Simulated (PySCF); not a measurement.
# Au3 (Au3-): the cost of one run

Computed with PySCF 2.14.0. Level: several levels, as the steps say, no spin–orbit coupling.

3 further runs of the same task are left out: 2 for a known fault of the program, 1 that didn't finish. Runs told in other sessions of the task aren't counted.

## 1. The system as given

3 atoms, charge -1, spin multiplicity 1.

Bond lengths: Au1–Au2 2.611 Å, Au2–Au3 2.611 Å. Angles: Au1–Au2–Au3 180.0°.

As a file:

```xyz
3
charge -1, multiplicity 1
Au    0.0000    0.0000    2.6109
Au    0.0000    0.0000    0.0000
Au    0.0000    0.0000   -2.6109
```

An earlier session relaxed this geometry at PBE, Au def2-SVP with ECP60 (singlet, point group D∞h).

At PBE on the finer grid: E = -407.472525 Eh, HOMO -1.24 eV, LUMO 1.01 eV, Mulliken charge on Au1 -0.33 e, largest force component 0.003 eV/Å. 

Levels to run: TPSSh; revPBE; wB97X; BLYP; PBE, TZVP; PBE, x2c-SVP. Hardware: 2 threads of Arm Neoverse V1, shared host.

## 2. TPSSh

run.py (the lines that set the calculation) reads:

```python
mol = gto.M(atom='''
Au     0.00000     0.00000     2.61091
Au     0.00000     0.00000     0.00000
Au     0.00000     0.00000    -2.61091''',
    basis={'Au': 'def2-SVP'},
    ecp={'Au': 'def2-SVP'},
    charge=-1, spin=0)
mf = dft.RKS(mol, xc='TPSSH')
mf.grids.atom_grid = (75, 302)
mf = mf.density_fit()  # fitting sets: Au def2-universal-JKFIT
mf.conv_tol = 1e-08; mf.max_cycle = 55
mf.kernel(dm0)  # dm0: the density of the relaxed state
```

Command:

```bash
> OMP_NUM_THREADS=2 python run.py
```

**Question.** How long does this run take on 2 threads of Arm Neoverse V1, shared host?

About 4.2 s.
